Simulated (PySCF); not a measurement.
# C4H12Pb (PbMe4): the cost of one run

Programs: PySCF 2.14.0, with routines of our own; each step states its level. All values are computed. Atoms count from 0.

## (1) The starting structure

17 atoms, charge 0, multiplicity 1; geometry from: GFN2-xTB.

## (2) NMR shieldings: PBE/pcJ-1 Pb:dyall-v2z, spin-free

What the job is given:

```
{"job": {"xc": "PBE", "basis": {"default": "pcJ-1", "Pb": "dyall-v2z"}, "rel": "sf", "two": true, "kind": "hnmr"}, "charge": 0, "multiplicity": 1}
Pb     0.002820     0.001320    -0.002930
C     -0.007450    -0.014060     2.296190
H     -1.025570     0.065370     2.650840
H      0.567870     0.822310     2.668810
H      0.426650    -0.936510     2.656510
C      2.172770     0.003950    -0.769990
H      2.174490    -0.114610    -1.844480
H      2.717210    -0.814000    -0.318980
H      2.651600     0.938240    -0.511830
C     -1.083860     1.883900    -0.750940
H     -0.965550     1.974090    -1.821620
H     -0.664500     2.755870    -0.268490
H     -2.135220     1.811860    -0.510250
C     -1.080670    -1.872380    -0.776840
H     -2.052630    -1.951570    -0.309090
H     -0.495430    -2.749630    -0.538110
H     -1.202540    -1.804180    -1.848800
```

Method: PBE/pcJ-1 Pb:dyall-v2z GIAO NMR shielding, X2C without spin-orbit coupling but with the spin-dependent field terms, Gaussian nuclei, gas phase.

Launch:

```
OMP_NUM_THREADS=1 python heavy_run.py task.json out
```

One launch serves the whole session: the jobs run in the order shown.

**Question.** How long does this first job take on 1 thread of AMD EPYC 7R43, shared host, and how much memory does it need?

About 3 min, with a peak of 2.2 GiB.
